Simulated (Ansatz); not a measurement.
TcSe2:

```
Tc Se
1.0
     1.92842    1.11337    5.83034
    -1.92842    1.11337    5.83034
     0.00000   -2.22675    5.83034
Tc Se
1 2
Direct
  0.00000 0.00000 0.00000
  0.25200 0.25200 0.25200
  0.74800 0.74800 0.74800
```

The cell was built by a generator and needn't be a form met in nature.

Program: Ansatz 0.2.0. Alike in all runs: task single point; potentials or basis Ansatz PAW earlier set; cell as given; k mesh 6 × 6 × 6; cutoff (eV) 500; smearing gaussian 0.05 eV.

**Question.** Order these runs on this cell by their pressure, lowest first.
A. level PBEsol+U; spin collinear, ferromagnetic start; U Tc d U = 5 eV
B. level r2SCAN+U; spin collinear, program default start; U Tc d U = 7 eV
C. level PBEsol+U; spin collinear, ferromagnetic start; U Tc d U = 3 eV

**Answer.** C (-5.6 GPa), A (-3.3 GPa), B (3.0 GPa).

Caveats: the magnetic or orbital state may not be the lowest; the PAW data sets come from PBE, with cores solved anew for the run's functional, which leaves a small shift of forces and pressure.
